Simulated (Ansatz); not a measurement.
# AgRh (P-6m2) in Ansatz: further runs

One crystal, AgRh, is run at these levels: LDA; tasks: single point, equation of state.

Everything below comes from runs of Ansatz 0.2.0. Logs are shortened: lines on timing, memory, paths and dates and some standing lists are left out, and cuts for length are marked.

### 1 Starting point

Symmetry: P-6m2, No. 187, hexagonal system. Conventional cell: a = 2.778 Å, b = 2.778 Å, c = 4.809 Å, α = 90.00°, β = 90.00°, γ = 120.00°. Ag (site symmetry -6m2) has 6 Ag at 2.78 Å and 6 Rh at 2.89 Å as nearest neighbours. Rh (site symmetry -6m2) has 6 Rh at 2.78 Å and 6 Ag at 2.89 Å as nearest neighbours.

The cell comes from a database or a generator and needn't be the stable form of this composition.

### 2 Single point, LDA, 15.10 Å³/atom (volume scaled by 0.94)

input.yaml reads:

```yaml
crystal:
  lattice:
    - [2.7208868163, 0.0, 0.0]
    - [-1.3604434081, 2.3563571037, 0.0]
    - [0.0, 0.0, 4.7104397215]
  atoms:
    - { symbol: Ag, position: [0.0, 0.0, 0.5] }
    - { symbol: Rh, position: [0.6666666667, 0.3333333333, 0.0] }
kpoints:
  mp_grid: { grid: [11, 11, 6] }
scf:
  occupations: { method: fermi_dirac, width: 0.05 }
hamiltonian:
  xc: lda
  pseudopotentials: { kind: all_electron, lapw: { basis_error: 0.001 } }
output:
  forces: true
  stress: true
  eigenvalues: true
```

Potentials or basis: all-electron LAPW, scalar-relativistic.

The run is started by

```console
ansatz run input.yaml --threads 1 --pin off --max-ram 3072MiB --backend cpu --events-out ev --progress --plain --runs-dir out
```

The log of the run:

```text
Warning: RAYON_NUM_THREADS=1 ignored (pool sized by the plan → 1); use --threads N
LAPW: plane waves up to 8.504 Å⁻¹, error target 1.0e-3 eV per atom; small_component_spin mean_spin; Rh in spheres of 1.360 Å, 27 of its electrons in bands, Dirac shells []; Ag in spheres of 1.360 Å, 29 of its electrons in bands, Dirac shells [] (how accurate: hamiltonian.pseudopotentials.lapw.basis_error, Limitations)
Engine: ansatz 0.2.0, x86_64-unknown-linux-gnu
Pseudopotentials: kind: all_electron
Pseudopotential: Ag, LAPW, valence charge 29, lapw/all_electron/scalar/gaussian/Ag, Koelling and Harmon's equation, gaussian nucleus
Pseudopotential: Rh, LAPW, valence charge 27, lapw/all_electron/scalar/gaussian/Rh, Koelling and Harmon's equation, gaussian nucleus
Functional definition: SPW92
  exchange = slater_x
  correlation = pw_c
Crystal: 2 atoms, lattice volume = 30.200 Å³
Basis set: ecut = 275.52332155808347 eV, 325 PW (Γ), exchange–correlation at level 2
Bands: 34, of which v1, the nominal top of the filled ones, is band 28 counted from 1 (27 counted from 0)
Symmetry: 12 space group operations
Space group: P-6m2 (ITA 187), of the structure as read, at distance tolerance 3.1e-5 Å
k-points: 64 of 726 (time reversal used)
Non-local potential: Ag, projectors of the file, none
Non-local potential: Rh, projectors of the file, none
Initial density: superposition of atomic densities (chi_scale 0.1, normalization cell, long waves kept (reshape's long-wave potential 0.01 eV rms))
Initial wavefunctions: plane waves of lowest kinetic energy (no species holds an atomic orbital)
Functional: x = slater, c = lda
iter 1 solved again at ethr=1.20e-3 eV; its pass at ethr=1.00e-1 eV (dr2=6.74e-1 eV) is discarded
SCF iter   1: F=—  HF=-274587.551585 eV  |F-HF|=—  |Δ(HF+E_count)|=         —  Δρ=3.59e-2  dr2=6.74e-1  ethr=1.20e-3  ⟨swp⟩=2.1  Hψ=13654  notcnv=0
preconditioner: auto → Kerker (q_TF=auto, 3.024 Å⁻¹)  [metal: Δε(μ)=0.003 eV  Ē_g=11.720 eV  σ=0.050 eV  W_gap=0.02  n_scr=22 (ndim 8)  ℏωp=30.2 eV  f_vac=0.000  D(μ)=3.58/eV (n_scr^D=42)]
iter 2 solved again at ethr=1.01e-4 eV; its pass at ethr=1.20e-3 eV (dr2=5.67e-2 eV) is discarded
SCF iter   2: F=—  HF=-274586.878600 eV  |F-HF|=—  |Δ(HF+E_count)|=   6.73e-1  Δρ=8.54e-3  dr2=5.67e-2  ethr=1.01e-4  ⟨swp⟩=2.0  Hψ=10865  notcnv=0
SCF iter   3: F=—  HF=-274586.730236 eV  |F-HF|=—  |Δ(HF+E_count)|=   1.48e-1  Δρ=1.34e-2  dr2=2.08e-1  ethr=1.01e-4  ⟨swp⟩=2.0  Hψ=6504  notcnv=0
SCF iter   4: F=—  HF=-274586.700952 eV  |F-HF|=—  |Δ(HF+E_count)|=         —  Δρ=8.19e-3  dr2=5.32e-2  ethr=1.01e-4  ⟨swp⟩=2.0  Hψ=5917  notcnv=0
the basis was enlarged: its passes take 214.4 KiB over the memory plan, 1 of 1 planned eigensolver slots
SCF iter   5: F=—  HF=-274586.685761 eV  |F-HF|=—  |Δ(HF+E_count)|=   1.52e-2  Δρ=5.21e-3  dr2=3.59e-2  ethr=9.50e-5  ⟨swp⟩=2.0  Hψ=5677  notcnv=0
SCF iter   6: F=—  HF=-274586.678281 eV  |F-HF|=—  |Δ(HF+E_count)|=   7.48e-3  Δρ=1.49e-3  dr2=1.08e-3  ethr=6.41e-5  ⟨swp⟩=2.0  Hψ=6048  notcnv=0
SCF iter   7: F=—  HF=-274586.677626 eV  |F-HF|=—  |Δ(HF+E_count)|=   6.55e-4  Δρ=3.85e-4  dr2=5.77e-5  ethr=1.93e-6  ⟨swp⟩=2.0  Hψ=6259  notcnv=0
SCF iter   8: F=—  HF=-274586.677570 eV  |F-HF|=—  |Δ(HF+E_count)|=   5.63e-5  Δρ=1.64e-4  dr2=1.59e-5  ethr=1.03e-7  ⟨swp⟩=2.0  Hψ=6259  notcnv=0
SCF iter   9: F=—  HF=-274586.677569 eV  |F-HF|=—  |Δ(HF+E_count)|=   1.14e-6  Δρ=7.63e-5  dr2=5.45e-6  ethr=2.83e-8  ⟨swp⟩=2.0  Hψ=6259  notcnv=0
SCF iter  10: F=—  HF=-274586.677567 eV  |F-HF|=—  |Δ(HF+E_count)|=   1.56e-6  Δρ=2.53e-5  dr2=4.80e-7  ethr=9.73e-9  ⟨swp⟩=2.0  Hψ=6259  notcnv=0
SCF iter  11: F=-274586.677567 eV  HF=-274586.677567 eV  |F-HF|=2.46e-8  |Δ(HF+E_count)|=   1.27e-7  Δρ=7.31e-6  dr2=2.12e-8  ethr=8.57e-10  ⟨swp⟩=2.0  Hψ=6259  notcnv=0
SCF 1 converged in 11 iterations: F = -274586.677567 eV  dr2 = 2.12e-8
SCF converged after 11 iterations
Free energy (F): -274586.677567 eV
Harris-Foulkes:  -274586.677567 eV  (|F-HF|=2.46e-8)
Internal energy: -274586.653637 eV  (E = F + TS)
E sigma→0 (E₀):  -274586.665602 eV
Entropy (-TS):   -0.023930 eV (-11.965 meV/atom)
Fermi energy:    21.036244 eV
--- Per-component energies (eV) ---
  E_band       = -6344.919935
  E_kinetic    = 286516.953149
  E_xc         = -7587.059906
  E_electrostatic = -553516.546880  (all electrons and nuclei)
  E_smearing   = -0.023930  (= −TS)
  E_closure    = 0.000000  (closes the sum)
  E_atoms      = -274574.725513  (free atoms, spherical and without spin; not in F)
  Σ components = -274586.677567   (vs F -274586.677567, Δ=0.00e0)
  Basis errors (estimates in eV, not in F): energy 2.1e-4 per atom: plane waves 1.9e-4 (9.6e-5 summed), levels above the bands 3.1e-114, relativity 3.9e-9, radial functions 2.2e-5, core shells 2.2e-7; eigenvalues (radial functions only) 5.5e-6; not estimated: angular momenta, meshes, grids; target (lapw.basis_error) 1.0e-3; muffin-tin radii Rh 1.360 Å, Ag 1.360 Å
--- Forces (eV/Å), atoms counted from 1 ---
  atom   1  Ag    -0.00000000     0.00000000     0.00000000
  atom   2  Rh     0.00000000     0.00000000     0.00000000
  max |Σ_I F_I| component: 9.25e-18 eV/Å
--- Stress (GPa, compression-positive) ---
       -5.985961       0.000000       0.000000
        0.000000      -5.985961       0.000000
        0.000000       0.000000      -7.265041
  P = ⅓ Tr σ = -6.4123 GPa (-64.123 kbar)
--- Band table (eV; the first three rows and the last of 64) ---
  k-point 0: bands = ["-334.1240", "-334.1240", "-334.1118", "-334.1115", "-334.1115", "-275.2942", "-275.2942", "-275.2003", "-275.2003", "-275.1813", "-70.4321", "-56.8024", "-33.9742", "-33.8603", "-33.8603", "-24.6135", "-24.5436", "-24.5436", "13.3322", "14.9004", "16.5863", "16.5863", "17.5079", "17.8890", "17.8890", "19.0665", "19.0665", "21.0196", "21.1828", "21.1828", "26.7445", "37.6654", "38.2853", "39.8208"]
  k-point 1: bands = ["-334.1240", "-334.1240", "-334.1118", "-334.1115", "-334.1115", "-275.2942", "-275.2942", "-275.2003", "-275.2003", "-275.1813", "-70.4321", "-56.8024", "-33.9737", "-33.8603", "-33.8603", "-24.6147", "-24.5436", "-24.5436", "13.5341", "14.9562", "16.5751", "16.5751", "17.4219", "17.8597", "17.8597", "19.1274", "19.1274", "20.1335", "21.1745", "21.1745", "28.0093", "37.0380", "38.5423", "39.4944"]
  k-point 2: bands = ["-334.1240", "-334.1240", "-334.1118", "-334.1115", "-334.1115", "-275.2942", "-275.2942", "-275.2003", "-275.2003", "-275.1813", "-70.4321", "-56.8025", "-33.9728", "-33.8603", "-33.8603", "-24.6171", "-24.5437", "-24.5437", "14.0154", "15.1526", "16.5544", "16.5544", "17.1038", "17.8019", "17.8019", "18.7837", "19.2519", "19.2519", "21.1522", "21.1522", "30.6005", "35.8792", "38.1170", "38.8035"]
  k-point 63: bands = ["-334.1240", "-334.1240", "-334.1118", "-334.1115", "-334.1115", "-275.2942", "-275.2942", "-275.2003", "-275.2003", "-275.1813", "-70.4010", "-56.7293", "-34.0600", "-34.0116", "-33.9374", "-24.9399", "-24.8433", "-24.5377", "15.7282", "16.0461", "16.3536", "16.3902", "16.8783", "18.3642", "18.9224", "19.4382", "19.8828", "21.0915", "26.0790", "27.6219", "28.5121", "29.7632", "30.1396", "31.2343"]
```

Run time: 11 s. Hardware: 1 thread of AMD EPYC 9R45 (Zen 5), shared host; peak memory 0.43 GiB.

Results:

| Item | Value |
| --- | --- |
| Free energy | -274586.6776 eV |
| Pressure | -6.4 GPa |
| Band gap on the k mesh | none (metal or under the smearing width) |

### 3 Single point, LDA, 15.42 Å³/atom (volume scaled by 0.96)

input.yaml, as its differences from that of step 2:

```diff
@@ -2,5 +2,5 @@
   lattice:
-    - [2.7208868163, 0.0, 0.0]
-    - [-1.3604434081, 2.3563571037, 0.0]
-    - [0.0, 0.0, 4.7104397215]
+    - [2.7400486223, 0.0, 0.0]
+    - [-1.3700243112, 2.3729517146, 0.0]
+    - [0.0, 0.0, 4.7436129252]
   atoms:
```

Potentials or basis: all-electron LAPW, scalar-relativistic.

The run is started by

```console
ansatz run input.yaml --threads 1 --pin off --max-ram 3072MiB --backend cpu --events-out ev --progress --plain --runs-dir out
```

Run time: 11 s. Hardware: 1 thread of AMD EPYC 9R45 (Zen 5), shared host; peak memory 0.43 GiB.

The run converged. Its results:

| Item | Value |
| --- | --- |
| Free energy | -274586.6446 eV |
| Pressure | -9.9 GPa |
| Band gap on the k mesh | none (metal or under the smearing width) |

### 4 Single point, LDA, 15.74 Å³/atom (volume scaled by 0.98)

input.yaml, as its differences from that of step 3:

```diff
@@ -2,5 +2,5 @@
   lattice:
-    - [2.7400486223, 0.0, 0.0]
-    - [-1.3700243112, 2.3729517146, 0.0]
-    - [0.0, 0.0, 4.7436129252]
+    - [2.7589461066, 0.0, 0.0]
+    - [-1.3794730533, 2.389317416, 0.0]
+    - [0.0, 0.0, 4.7763285309]
   atoms:
```

The run is started by

```console
ansatz run input.yaml --threads 1 --pin off --max-ram 3072MiB --backend cpu --events-out ev --progress --plain --runs-dir out
```

It took 11 s on 1 thread of AMD EPYC 9R45 (Zen 5), shared host; peak memory 0.43 GiB.

Results (log left out):

```
Free energy            : -274586.5986 eV
Pressure               : -13.0 GPa
Band gap on the k mesh : none (metal or under the smearing width)
```

### 5 Single point, LDA, 16.06 Å³/atom

input.yaml, as its differences from that of step 4:

```diff
@@ -2,5 +2,5 @@
   lattice:
-    - [2.7589461066, 0.0, 0.0]
-    - [-1.3794730533, 2.389317416, 0.0]
-    - [0.0, 0.0, 4.7763285309]
+    - [2.7775881998, 0.0, 0.0]
+    - [-1.3887940999, 2.4054619423, 0.0]
+    - [0.0, 0.0, 4.808602]
   atoms:
```

The run is started by

```console
ansatz run input.yaml --threads 1 --pin off --max-ram 3072MiB --backend cpu --events-out ev --progress --plain --runs-dir out
```

Wall time 8.9 s (1 thread of AMD EPYC 9R45 (Zen 5), shared host); peak memory 0.41 GiB.

It converged, with:

```yaml
Free_energy: -274586.5412 eV
Pressure: -15.6 GPa
Band_gap_on_the_k_mesh: none (metal or under the smearing width)
```

### 6 Single point, LDA, 16.39 Å³/atom (volume scaled by 1.02)

input.yaml, as its differences from that of step 5:

```diff
@@ -2,5 +2,5 @@
   lattice:
-    - [2.7775881998, 0.0, 0.0]
-    - [-1.3887940999, 2.4054619423, 0.0]
-    - [0.0, 0.0, 4.808602]
+    - [2.7959833597, 0.0, 0.0]
+    - [-1.3979916799, 2.4213926181, 0.0]
+    - [0.0, 0.0, 4.8404479744]
   atoms:
```

Potentials or basis: all-electron LAPW, scalar-relativistic.

The run is started by

```console
ansatz run input.yaml --threads 1 --pin off --max-ram 3072MiB --backend cpu --events-out ev --progress --plain --runs-dir out
```

Wall time 8.8 s (1 thread of AMD EPYC 9R45 (Zen 5), shared host); peak memory 0.41 GiB.

It converged, with:

| Item | Value |
| --- | --- |
| Free energy | -274586.4739 eV |
| Pressure | -17.9 GPa |
| Band gap on the k mesh | none (metal or under the smearing width) |

### 7 Single point, LDA, 16.71 Å³/atom (volume scaled by 1.04)

input.yaml, as its differences from that of step 6:

```diff
@@ -2,5 +2,5 @@
   lattice:
-    - [2.7959833597, 0.0, 0.0]
-    - [-1.3979916799, 2.4213926181, 0.0]
-    - [0.0, 0.0, 4.8404479744]
+    - [2.8141396046, 0.0, 0.0]
+    - [-1.4070698023, 2.4371163874, 0.0]
+    - [0.0, 0.0, 4.8718803355]
   atoms:
```

The run is started by

```console
ansatz run input.yaml --threads 1 --pin off --max-ram 3072MiB --backend cpu --events-out ev --progress --plain --runs-dir out
```

Run time: 8.3 s. Hardware: 1 thread of AMD EPYC 9R45 (Zen 5), shared host; peak memory 0.42 GiB.

It converged, with:

```
Free energy            : -274586.3982 eV
Pressure               : -19.8 GPa
Band gap on the k mesh : none (metal or under the smearing width)
```

### 8 Single point, LDA, 17.03 Å³/atom (volume scaled by 1.06)

input.yaml, as its differences from that of step 7:

```diff
@@ -2,5 +2,5 @@
   lattice:
-    - [2.8141396046, 0.0, 0.0]
-    - [-1.4070698023, 2.4371163874, 0.0]
-    - [0.0, 0.0, 4.8718803355]
+    - [2.8320645439, 0.0, 0.0]
+    - [-1.416032272, 2.4526398402, 0.0]
+    - [0.0, 0.0, 4.9029122571]
   atoms:
```

The run is started by

```console
ansatz run input.yaml --threads 1 --pin off --max-ram 3072MiB --backend cpu --events-out ev --progress --plain --runs-dir out
```

Wall time 8.3 s (1 thread of AMD EPYC 9R45 (Zen 5), shared host); peak memory 0.42 GiB.

The run converged. Its results:

```
Free energy            : -274586.3152 eV
Pressure               : -21.5 GPa
Band gap on the k mesh : none (metal or under the smearing width)
```

### 9 Equation of state, LDA

Potentials or basis: all-electron LAPW, scalar-relativistic.

No new run: the results of the series are fitted here.

Results:

- Equilibrium volume: 14.61 Å³/atom (rough: see the caveat)
- Bulk modulus at fixed shape and positions: 212 GPa (rough)

Energy against volume, from the lowest point:
```tsv
volume (Å³/atom)	energy (meV/atom)
15.100	0.00
15.421	16.46
15.743	39.49
16.064	68.18
16.385	101.81
16.707	139.68
17.028	181.18
```

Caveat: the minimum lies outside the volumes run; the cell was scaled at fixed shape and fractional positions, which overstates the stiffness of a crystal with free parameters, most of all of layers and chains.
